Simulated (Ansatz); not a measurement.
# Ag+ with NH3: structure and interaction energy

One table from this session's results is given with a row withheld; the runs are named, their logs left out.

Method: PBE0-D4 structure, single points in def2-TZVPPD; program: Ansatz 0.2.0, Gaussian basis.

Levels: PBE-D4, revPBE-D4, BLYP-D4, r2SCAN-D4, B97M-V, PBE0-D4, B3LYP-D4, HSE06-D4, wB97X-V, wB97M-V, B2PLYP, Hartree-Fock, MP2, CCSD, CCSD(T). The reference is CCSD(T) extrapolated to the basis limit. For elements past Ar these valence bases correlate outer-core shells poorly, so that limit is rough.

Cores are frozen in the correlated methods. Filled d shells of the heavier atoms are correlated. Core potentials replace the inner electrons past krypton, and spin-orbit coupling is left out. B3LYP uses VWN-RPA correlation. B2PLYP carries no dispersion term here.

163 further runs of the same task are left out: 163 set aside as unsound or not needed.

## Starting geometry

The pair, from a GFN2-xTB docking trial: 5 atoms, charge 1, spin multiplicity 1.

Atoms are counted from 1 here; the program's logs count them from 0.

Bond lengths: Ag1–N2 2.284 Å, N2–H3 1.021 Å, N2–H4 1.022 Å, N2–H5 1.023 Å. Angles: Ag1–N2–H3 112.0°, Ag1–N2–H4 112.7°, Ag1–N2–H5 112.2°, H3–N2–H4 106.7°, H3–N2–H5 106.3°, H4–N2–H5 106.5°.

Geometry (Å):

| atom | x (Å) | y (Å) | z (Å) |
| --- | --- | --- | --- |
| Ag1 | 0.0243 | 0.0712 | -2.0580 |
| N2 | -0.0015 | -0.0098 | 0.2240 |
| H3 | -0.9428 | -0.1561 | 0.5908 |
| H4 | 0.5801 | -0.7626 | 0.5981 |
| H5 | 0.3399 | 0.8574 | 0.6452 |

Atoms 1 to 1 are fragment A (Ag+), the rest fragment B (NH3).

Set-up of the first run:

Input file pre/in.yaml:

```yaml
crystal:
  periodic: [false, false, false]
  atoms:
    - {symbol: Ag, position_ang: [0.024300, 0.071200, -2.058000]}
    - {symbol: N, position_ang: [-0.001500, -0.009800, 0.224000]}
    - {symbol: H, position_ang: [-0.942800, -0.156100, 0.590800]}
    - {symbol: H, position_ang: [0.580100, -0.762600, 0.598100]}
    - {symbol: H, position_ang: [0.339900, 0.857400, 0.645200]}
basis:
  gaussian: {orbitals: def2-SVP}
total_charge: 1
hamiltonian: {xc: pbe, dispersion: d4}
relax: {f_tol: 0.03, max_steps: 250}
```

On the command line:

```
> ansatz run in.yaml --threads 2 --pin off --events-out ev --progress --plain --max-ram 5222MiB
```

Among the steps run: A first relaxation in a small basis; Relaxation at PBE0-D4; wB97X-V/def2-TZVPPD; wB97M-V/def2-TZVPPD; B2PLYP/def2-TZVPPD; B97M-V/def2-TZVPPD; CCSD(T)/def2-TZVPPD; MP2/def2-QZVPPD; SPW92/def2-SVP; wB97M-V/def2-SVP; CCSD(T)/def2-SVP; Vibrations of the pair.

One of the session's tables, all rows but one given; the rest of the session is left out.

```
      method  interaction (meV)
      PBE-D4                  ?
   revPBE-D4              -2106
     BLYP-D4              -2213
   r2SCAN-D4              -2226
      B97M-V              -2089
     PBE0-D4              -2073
    B3LYP-D4              -2089
    HSE06-D4              -2071
     wB97X-V              -1975
     wB97M-V              -1956
      B2PLYP              -1980
Hartree-Fock              -1377
         MP2              -1939
        CCSD              -1795
     CCSD(T)              -1857
 CCSD(T)/CBS              -2005
```

**Question.** Estimate the row for PBE-D4.

**Answer.** interaction (meV): -2260. In the column «interaction (meV)» it is the lowest.

Among the levels timed on like hardware and quicker than the yardstick, those that no quicker one beats, quickest first: PBE-D4 (2.9 s, -255 meV); revPBE-D4 (3.2 s, -101 meV); PBE0-D4 (3.5 s, -68 meV); HSE06-D4 (4.2 s, -66 meV); B2PLYP (7.3 s, +25 meV).

For cost: B2PLYP gets within 25 meV in 7.3 s, where CCSD(T)/CBS took 33 s; the quickest level in the cost chart, PBE-D4, takes 2.9 s and misses by 255 meV.

Limits of these values: A lower arrangement may exist.
